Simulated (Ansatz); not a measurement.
**C₄H₁₁BO: one species, many methods**

An exercise on one series of results from a longer session: the logs are not shown, and one member is left open.

Method: functionals in def2-TZVPP, the program's frozen cores in correlated methods; program: Ansatz 0.2.0, Gaussian basis.

The runs, in order: LDA (SPW92), PBE-D4, revPBE-D4, BLYP-D4, r2SCAN-D4, B97M-V, PBE0-D4, B3LYP-D4, r2SCANh-D4, r2SCAN0-D4, HSE06-D4, BHLYP-D4, CAM-B3LYP-D4, LC-ωPBE, ωB97X-V, ωB97M-V, B2PLYP, PBE-QIDH; CCSD(T)/def2-SVP; CCSD(T)/def2-TZVPP; MP2/def2-QZVPP; extrapolation to the limit; RPA on PBE.

### The relaxed structure

The geometry comes from an earlier relaxation with PBE0-D4 in a triple-zeta def2 set; it is a stationary point, not always the lowest conformer.

SMILES `CCB(O)CC`, 17 atoms, charge 0, spin multiplicity 1.

Atoms are counted from 1 here; the program's logs count them from 0.

Bond lengths: C1–C2 1.525 Å, C1–H7 1.093 Å, C1–H8 1.093 Å, C1–H9 1.093 Å, C2–B3 1.573 Å, C2–H10 1.102 Å, C2–H11 1.095 Å, B3–O4 1.365 Å, B3–C5 1.581 Å, O4–H12 0.961 Å, C5–C6 1.534 Å, C5–H13 1.098 Å, C5–H14 1.095 Å, C6–H15 1.092 Å, C6–H16 1.094 Å, C6–H17 1.093 Å. Angles: C2–C1–H7 111.4°, C2–C1–H8 111.7°, C2–C1–H9 111.7°, H7–C1–H8 107.2°, H7–C1–H9 107.2°, H8–C1–H9 107.3°, C1–C2–B3 116.8°, C1–C2–H10 108.8°, C1–C2–H11 110.8°, B3–C2–H10 104.9°, B3–C2–H11 109.8°, H10–C2–H11 104.9°, C2–B3–O4 116.0°, C2–B3–C5 123.9°, O4–B3–C5 120.1°, B3–O4–H12 113.0°, B3–C5–C6 111.1°, B3–C5–H13 110.6° and more.

The first run:

Input file in.yaml:

```yaml
crystal:
  periodic: [false, false, false]
  atoms:
    - {symbol: C, position_ang: [-0.807127, -0.357827, -1.825917]}
    - {symbol: C, position_ang: [-0.253491, -1.371973, -0.830058]}
    - {symbol: B, position_ang: [0.290161, -0.803849, 0.532224]}
    - {symbol: O, position_ang: [0.128169, -1.607319, 1.624164]}
    - {symbol: C, position_ang: [0.993042, 0.604397, 0.681290]}
    - {symbol: C, position_ang: [-0.026909, 1.698547, 1.023546]}
    - {symbol: H, position_ang: [-1.714120, 0.120269, -1.446460]}
    - {symbol: H, position_ang: [-1.064042, -0.825620, -2.779418]}
    - {symbol: H, position_ang: [-0.086050, 0.436425, -2.037184]}
    - {symbol: H, position_ang: [0.607943, -1.883955, -1.287758]}
    - {symbol: H, position_ang: [-0.983256, -2.164792, -0.636967]}
    - {symbol: H, position_ang: [0.526196, -1.244626, 2.419987]}
    - {symbol: H, position_ang: [1.759404, 0.572221, 1.466644]}
    - {symbol: H, position_ang: [1.512687, 0.878689, -0.242604]}
    - {symbol: H, position_ang: [-0.783249, 1.798054, 0.241512]}
    - {symbol: H, position_ang: [-0.553161, 1.478584, 1.956633]}
    - {symbol: H, position_ang: [0.453803, 2.672765, 1.140385]}
basis:
  gaussian: {orbitals: def2-TZVPP}
hamiltonian: {xc: lda}
output: {orbitals: {seedname: orbitals}}
```

Run with:

```
ansatz run in.yaml --threads 8 --pin off --events-out ev --progress --plain --max-ram 18278MiB
```

Steps of the session up to this table: LDA; PBE-D4 (GGA); revPBE-D4 (GGA); BLYP-D4 (GGA); r2SCAN-D4 (meta-GGA); B97M-V (meta-GGA); PBE0-D4 (hybrid); B3LYP-D4 (hybrid); r2SCANh-D4 (hybrid); r2SCAN0-D4 (hybrid); HSE06-D4 (hybrid); BHLYP-D4 (hybrid); CAM-B3LYP-D4 (range-separated); LC-ωPBE (range-separated); ωB97X-V (range-separated); ωB97M-V (range-separated); B2PLYP (double hybrid); PBE-QIDH (double hybrid).

One of the session's tables, all rows but one given; the rest of the session is left out.

It belongs to the step «Frontier levels by functional». 

```
  functional  HOMO (eV)  LUMO (eV)  gap (eV)
 LDA (SPW92)      -6.54      -0.85      5.69
      PBE-D4      -6.45      -0.59      5.86
   revPBE-D4      -6.40      -0.47      5.93
     BLYP-D4      -6.38      -0.48      5.90
   r2SCAN-D4          ?          ?         ?
      B97M-V      -6.84      -0.30      6.54
     PBE0-D4      -7.83       0.38      8.21
    B3LYP-D4      -7.65       0.11      7.76
  r2SCANh-D4      -7.22       0.16      7.39
  r2SCAN0-D4      -8.00       0.65      8.65
    HSE06-D4      -7.42       0.00      7.42
    BHLYP-D4      -9.18       1.21     10.39
CAM-B3LYP-D4      -9.27       1.33     10.60
     LC-ωPBE     -10.58       2.62     13.20
     ωB97X-V     -10.25       2.41     12.66
     ωB97M-V     -10.13       2.03     12.15
```

**Question.** Estimate the row for r2SCAN-D4.

Worked estimate for «HOMO (eV)». Against the share of exact exchange, r2SCANh-D4 (0.1, -7.22), r2SCAN0-D4 (0.25, -8.00) give a slope of -5.20 per unit share; at 0 the line stands at -6.70.

**Answer.** HOMO (eV): -6.71; LUMO (eV): -0.17; gap (eV): 6.54. In «HOMO (eV)» the line misses by +0.01.
